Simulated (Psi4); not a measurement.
**GeH3O (SMILES [O][GeH3]): U-revPBE/def2-TZVP**

Aim: the vertical doublet–quartet gap of GeH3O at U-revPBE/def2-TZVP, from 2 runs. 

The calculation is run with Psi4 1.11.

8 further runs of the same task are left out: 6 that didn't finish, 2 set aside as unsound or not needed.

**1. The system as given**

GeH3O has 5 atoms, charge 0, and is taken as a doublet. SMILES: `[O][GeH3]`. The coordinates come from a PBE0-D4/def2-TZVP relaxation.

Bond lengths: O1–Ge2 1.795 Å, Ge2–H3 1.536 Å, Ge2–H4 1.536 Å, Ge2–H5 1.537 Å. Angles: O1–Ge2–H3 109.7°, O1–Ge2–H4 109.7°, O1–Ge2–H5 102.4°, H3–Ge2–H4 111.5°, H3–Ge2–H5 111.6°, H4–Ge2–H5 111.6°.

**2. Energy and gradient at U-revPBE/def2-TZVP**

input.in

```
memory 2200 mb

molecule {
  0 2
  O     -1.443900     0.418600     0.777300
  Ge     0.072300    -0.056300    -0.056900
  H     -0.162200    -0.091200    -1.574700
  H      0.548000    -1.418100     0.471500
  H      1.035700     1.073400     0.341400
  symmetry c1
}

set {
  basis                def2-TZVP
  reference            uks
  puream               true
  e_convergence        1e-09
  d_convergence        1e-08
  scf_type             pk
  dft_radial_points    99
  dft_spherical_points 590
  maxiter              100
}

e, wfn = gradient("revpbe", return_wfn=True)
print_variables()
```

Launch:

```bash
$ psi4 -n 1 input.in input.out
```

input.out:

```text
[...]
  Running in c1 symmetry.
[...]
  Nuclear repulsion =  113.909881399441815
[...]
  Multiplicity = 2
[...]
  Nalpha       = 22
  Nbeta        = 21
[...]
    Number of basis functions: 97
[...]
   @UKS iter   1: -2152.04557545612124   -1.43141e+00   3.32360e-02 DIIS/ADIIS
[...]
   @UKS iter  17: -2153.79963815003020   -2.04636e-11   8.74592e-09 DIIS
[...]
   @S^2 Observed:                7.533309789E-01
[...]
    Orbital Energies [Eh]
    ---------------------
    Alpha Occupied:
       1A   -397.103665     2A    -49.188036     3A    -43.793304
       4A    -43.792570     5A    -43.792270     6A    -18.803051
       7A     -5.995098     8A     -4.209678     9A     -4.207634
      10A     -4.206633    11A     -1.118288    12A     -1.113629
      13A     -1.111619    14A     -1.110590    15A     -1.110194
      16A     -0.869479    17A     -0.509400    18A     -0.365250
      19A     -0.337275    20A     -0.328059    21A     -0.304012
      22A     -0.259672
    Alpha Virtual:
      23A     -0.024093    24A     -0.001215    25A      0.029846
[...]
  @UKS Final Energy: -2153.79963815003020
   => Energetics <=
    Nuclear Repulsion Energy =            113.9098813994418151
    One-Electron Energy =               -3226.3722396043272056
    Two-Electron Energy =                1047.1509835973433837
    DFT Exchange-Correlation Energy =     -88.4882635424882267
    Empirical Dispersion Energy =           0.0000000000000000
    VV10 Nonlocal Energy =                  0.0000000000000000
    Total Energy =                      -2153.7996381500302050
[...]
 Multipole Moments:
 ------------------------------------------------------------------------------------
     Multipole            Electronic (a.u.)      Nuclear  (a.u.)        Total (a.u.)
 ------------------------------------------------------------------------------------
 L = 1.  Multiply by 2.5417464519 to convert [e a0] to [Debye]
 Dipole X            :          1.2011907           -0.5033161            0.6978746
 Dipole Y            :         -0.4575289            0.2688943           -0.1886345
 Dipole Z            :         -0.7137638            0.3491948           -0.3645690
 Magnitude           :                                                    0.8096434
[...]
  -Total Gradient:
     Atom            X                  Y                   Z
    ------   -----------------  -----------------  -----------------
       1        0.006125327455    -0.002694896287    -0.003873973978
       2        0.000757858189     0.002862504075     0.001583955825
       3       -0.000275199115    -0.000300290812     0.005317125657
       4       -0.002710677677     0.004253696159    -0.001709758262
       5       -0.003893493420    -0.004120948132    -0.001318646737
[...]
```

Wall time 57 s (1 thread of AMD EPYC 7R43 (Zen 3), shared host); peak memory 1 GiB.

**3. The quartet: a single-point energy at U-revPBE/def2-TZVP**

job.json

```json
{
  "schema_name": "qcschema_input",
  "schema_version": 1,
  "molecule": {
    "schema_name": "qcschema_molecule",
    "schema_version": 2,
    "symbols": ["O", "Ge", "H", "H", "H"],
    "geometry": [-2.72857555, 0.79103936, 1.46888412, 0.1366272, -0.10639158, -0.10752542, -0.30651358, -0.17234302, -2.97575173, 1.03556992, -2.67982062, 0.89100587, 1.95718935, 2.02843202, 0.6451525],
    "molecular_charge": 0,
    "molecular_multiplicity": 4,
    "fix_symmetry": "c1"
  },
  "driver": "energy",
  "model": {
    "method": "revpbe",
    "basis": "def2-TZVP"
  },
  "keywords": {
    "reference": "uks",
    "puream": true,
    "e_convergence": 1e-09,
    "d_convergence": 1e-08,
    "scf_type": "pk",
    "dft_radial_points": 99,
    "dft_spherical_points": 590,
    "maxiter": 100,
    "scf_properties": ["LOWDIN_CHARGES", "WIBERG_LOWDIN_INDICES", "QUADRUPOLE"]
  }
}
```

Launch:

```bash
$ psi4 --qcschema job.json -n 1 --memory 2200MB
```

stdout:

```text
[...]
  Running in c1 symmetry.
[...]
  Nuclear repulsion =  113.909881341768397
[...]
  Multiplicity = 4
[...]
  Nalpha       = 23
  Nbeta        = 20
[...]
    Number of basis functions: 97
[...]
   @UKS iter   1: -2151.60813509523723   -9.93972e-01   3.43162e-02 ADIIS/DIIS
[...]
   @UKS iter  18: -2153.58142984741653   -2.00089e-11   8.21219e-09 DIIS
[...]
   @S^2 Observed:                3.755910123E+00
[...]
    Orbital Energies [Eh]
    ---------------------
    Alpha Occupied:
       1A   -397.103261     2A    -49.188140     3A    -43.793059
       4A    -43.792857     5A    -43.792555     6A    -18.901774
       7A     -5.995894     8A     -4.209215     9A     -4.209073
      10A     -4.208207    11A     -1.121108    12A     -1.115210
      13A     -1.114557    14A     -1.111854    15A     -1.111579
      16A     -0.957543    17A     -0.536137    18A     -0.417269
      19A     -0.416414    20A     -0.390993    21A     -0.337913
      22A     -0.337849    23A     -0.057445
    Alpha Virtual:
      24A     -0.015582    25A      0.012508    26A      0.015606
[...]
  @UKS Final Energy: -2153.58142984741653
   => Energetics <=
    Nuclear Repulsion Energy =            113.9098813417683971
    One-Electron Energy =               -3225.4776697626257373
    Two-Electron Energy =                1046.3855425338806526
    DFT Exchange-Correlation Energy =     -88.3991839604402401
    Empirical Dispersion Energy =           0.0000000000000000
    VV10 Nonlocal Energy =                  0.0000000000000000
    Total Energy =                      -2153.5814298474165298
[...]
 Multipole Moments:
 ------------------------------------------------------------------------------------
     Multipole            Electronic (a.u.)      Nuclear  (a.u.)        Total (a.u.)
 ------------------------------------------------------------------------------------
 L = 1.  Multiply by 2.5417464519 to convert [e a0] to [Debye]
 Dipole X            :          0.5012510           -0.5033161           -0.0020651
 Dipole Y            :         -0.1938483            0.2688943            0.0750460
 Dipole Z            :         -0.2998140            0.3491948            0.0493809
 Magnitude           :                                                    0.0898590
 L = 2.  Multiply by 1.3450342976 to convert [e a0^2] to [Debye ang]
 Quadrupole XX       :        -81.4644477           60.0876558          -21.3767919
 Quadrupole XY       :         16.4232015          -15.7665170            0.6566845
[...]
```

The result, in JSON:

```text
{
 "driver": "energy",
 "model": {
  "method": "revpbe",
  "basis": "def2-TZVP"
 },
 "success": true,
 "return_result": -2153.5814298474165,
 "properties": {
  "calcinfo_nbasis": 97,
  "calcinfo_nmo": 97,
  "calcinfo_nalpha": 23,
  "calcinfo_nbeta": 20,
  "calcinfo_natom": 5,
  "nuclear_repulsion_energy": 113.9098813417684,
  "return_energy": -2153.5814298474165,
  "scf_one_electron_energy": -3225.4776697626257,
  "scf_two_electron_energy": 1046.3855425338807,
  "scf_xc_energy": -88.39918396044024,
  "scf_dipole_moment": [-0.002065098360123585, 0.07504604098092921, 0.04938086451227364],
  "scf_total_energy": -2153.5814298474165,
  "scf_iterations": 18
 }
}
```

It took 43 s on 1 thread of AMD EPYC 7R43 (Zen 3), shared host; peak memory 1.1 GiB.

**4. Outcome**

At U-revPBE/def2-TZVP:

```
                                        quantity           value
                           doublet: total energy  -2153.79964 Eh
                          doublet: dipole moment          2.06 D
     doublet: HOMO energy (highest over α and β)        -6.58 eV
      doublet: LUMO energy (lowest over α and β)        -5.77 eV
                                   doublet: ⟨S²⟩           0.753
               doublet: largest force on an atom      0.398 eV/Å
                           quartet: total energy  -2153.58143 Eh
                          quartet: dipole moment          0.23 D
     quartet: HOMO energy (highest over α and β)        -1.56 eV
                                   quartet: ⟨S²⟩           3.756
vertical energy of the quartet above the doublet        5.938 eV
```

What this shows: At this shape the quartet lies 5.94 eV (137 kcal/mol) above the doublet. The largest force (doublet) is 0.40 eV/Å: the shape isn't a stationary point for this species at this level.
